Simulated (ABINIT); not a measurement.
Crystal: P.

```
P
1.0
     1.64774   -5.46504    0.00000
     1.64774    5.46504    0.00000
     0.00000    0.00000    4.54364
P
4
Direct
  0.90414 0.09586 0.58882
  0.09586 0.90414 0.41118
  0.59586 0.40414 0.08882
  0.40414 0.59586 0.91118
```

```yaml
Program: ABINIT 10.8.3 (patched build)
Task: relaxation of cell and atoms
Functional: PBEsol
Potentials_or_basis: PseudoDojo NC SR PBEsol v0.4 stringent
Cutoff: 599 eV
k_mesh: 6 × 6 × 4
Occupations: fermi-dirac, width 0.05 eV
Spin: no spin polarisation
```

At the start: pressure -0.6 GPa; volume 20.46 Å³/atom.

**Question.** Where does the relaxation end?

**Answer.** Over 22 steps the energy falls by 25.3 meV/atom and the volume is 17.54 Å³/atom (-14.3 %); space group Cmce (No. 64, to 0.05 Å).

The path:
| step | energy change (eV) | largest force (eV/Å) | pressure (GPa) | volume (Å³) |
| --- | --- | --- | --- | --- |
| 1 | 0.0000 | 0.3048 | -0.59 | 81.83 |
| 2 | -0.0041 | 0.2586 | -0.63 | 81.68 |
| 3 | -0.0214 | 0.1699 | -0.80 | 80.32 |
| 4 | -0.0257 | 0.1875 | -0.71 | 79.74 |
| 5 | -0.0423 | 0.1634 | -0.04 | 77.00 |
| 6 | -0.0519 | 0.0681 | 0.43 | 75.43 |
| 7 | -0.0662 | 0.0883 | 0.96 | 73.45 |
| 8 | -0.0808 | 0.2027 | 1.24 | 71.39 |
| 9 | -0.0911 | 0.2182 | 1.16 | 69.56 |
| 10 | -0.0966 | 0.1312 | 0.53 | 69.33 |
| 11 | -0.0990 | 0.0291 | -0.07 | 69.86 |
| 12 | -0.0994 | 0.0192 | -0.18 | 70.08 |
| 13 | -0.0996 | 0.0333 | -0.14 | 70.12 |
| 14 | -0.0998 | 0.0419 | -0.06 | 70.11 |
| 15 | -0.1002 | 0.0536 | 0.10 | 70.08 |
| 16 | -0.1006 | 0.0571 | 0.24 | 70.02 |
| 17 | -0.1010 | 0.0456 | 0.26 | 69.98 |
| 18 | -0.1012 | 0.0259 | 0.14 | 70.04 |
| 19 | -0.1013 | 0.0104 | 0.04 | 70.12 |
| 20 | -0.1013 | 0.0022 | -0.01 | 70.16 |
| 21 | -0.1013 | 0.0005 | -0.01 | 70.17 |
| 22 | -0.1013 | 0.0001 | 0.00 | 70.17 |

Final structure:
```cif
data_structure
_symmetry_space_group_name_H-M 'P 1'
_symmetry_Int_Tables_number 1
_cell_length_a 5.3642
_cell_length_b 5.3642
_cell_length_c 4.1041
_cell_angle_alpha 90.000
_cell_angle_beta 90.000
_cell_angle_gamma 143.547
_cell_volume 70.17
loop_
_atom_site_label
_atom_site_type_symbol
_atom_site_fract_x
_atom_site_fract_y
_atom_site_fract_z
_atom_site_occupancy
P1 P 0.89345 0.10655 0.56938 1
P2 P 0.10655 0.89345 0.43062 1
P3 P 0.60655 0.39345 0.06938 1
P4 P 0.39345 0.60655 0.93062 1
```
